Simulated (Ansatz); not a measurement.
# MnBr3 (ReO3 type): equation of state

An exercise on one series of results from a longer session: the logs are not shown, and one member is left open.

Method: DFT PBEsol, scalar-relativistic, plane waves, PAW, in Ansatz 0.2.0.

## The structure to begin with

The structure is cubic, space group Pm-3m (No. 221). Conventional cell: a = 4.992 Å, b = 4.992 Å, c = 4.992 Å, α = 90.00°, β = 90.00°, γ = 90.00°. Mn (site symmetry m-3m) is surrounded by 6 Br at 2.50 Å. Br (site symmetry 4/mmm) is surrounded by 2 Mn at 2.50 Å.

Structure file:

```cif
data_structure
_symmetry_space_group_name_H-M 'Pm-3m'
_symmetry_Int_Tables_number 221
_cell_length_a 4.9923
_cell_length_b 4.9923
_cell_length_c 4.9923
_cell_angle_alpha 90.000
_cell_angle_beta 90.000
_cell_angle_gamma 90.000
_cell_volume 124.42
loop_
_atom_site_label
_atom_site_type_symbol
_atom_site_symmetry_multiplicity
_atom_site_Wyckoff_symbol
_atom_site_fract_x
_atom_site_fract_y
_atom_site_fract_z
_atom_site_occupancy
Mn1 Mn 1 a 0.00000 0.00000 0.00000 1
Br1 Br 3 d 0.50000 0.00000 0.00000 1
```

An earlier run at PBEsol left this cell at 31.106 Å³/atom and 0.00 GPa (6×6×6 mesh).

Volume factors to run: 0.980, 1.020, 0.960, 1.040.

The first run:

Input file input.yaml:

```yaml
crystal:
  lattice:
    - [4.9587822328, 0.0, 0.0]
    - [0.0, 4.9587822328, 0.0]
    - [0.0, 0.0, 4.9587822328]
  atoms:
    - { symbol: Mn, position: [0.0, 0.0, 0.0], spin: 4.03 }
    - { symbol: Br, position: [0.5, 0.0, 0.0] }
    - { symbol: Br, position: [0.0, 0.0, 0.5] }
    - { symbol: Br, position: [0.0, 0.5, 0.0] }
basis:
  ecutwfc: 420
  ecutrho_ratio: 4
kpoints:
  mp_grid: { grid: [6, 6, 6] }
hamiltonian:
  xc: pbesol
scf:
  occupations: { method: gaussian, width: 0.05 }
output:
  forces: true
  stress: true
  eigenvalues: true
  populations: true
magnetization:
  spin_polarized: true
```

Run with:

```bash
> ansatz run input.yaml --threads 4 --pin off --max-ram 4096MiB --backend cpu --events-out ev --progress --plain --runs-dir out
```

Among the steps run: At 0.980 of the relaxed volume; Volume × 1.020; Scaling the volume by 0.960; Scaling the volume by 1.040.

One of the session's tables, all rows but one given; the rest of the session is left out.

It belongs to the step «The fit». 

```
volume (Å³/atom)  energy (meV/atom)  pressure (GPa)  moment of atom 1 (μB)
          29.861               6.25            1.70                   3.59
          30.484               1.45            0.80                   3.62
          31.106               0.00            0.00                   3.66
          31.728                  ?               ?                      ?
          32.350               5.34           -1.29                   3.74
```

Q: Estimate the row for volume (Å³/atom) = 31.728 from the others.

Worked estimate for «energy (meV/atom)». A straight line through the neighbours (31.106, 0.00) and (32.350, 5.34) gives 0.00 + (5.34 − 0.00) × (31.728 − 31.106) / (32.350 − 31.106) = 2.67; a parabola fitted to 3 rows on both sides gives 1.30.

As computed: energy (meV/atom): 1.44; pressure (GPa): -0.69; moment of atom 1 (μB): 3.70. In «energy (meV/atom)» the line misses by +1.23 and the parabola by -0.14.

To keep in mind: Warnings in the runs' records: xc potential rough in thin density, stability check not made.
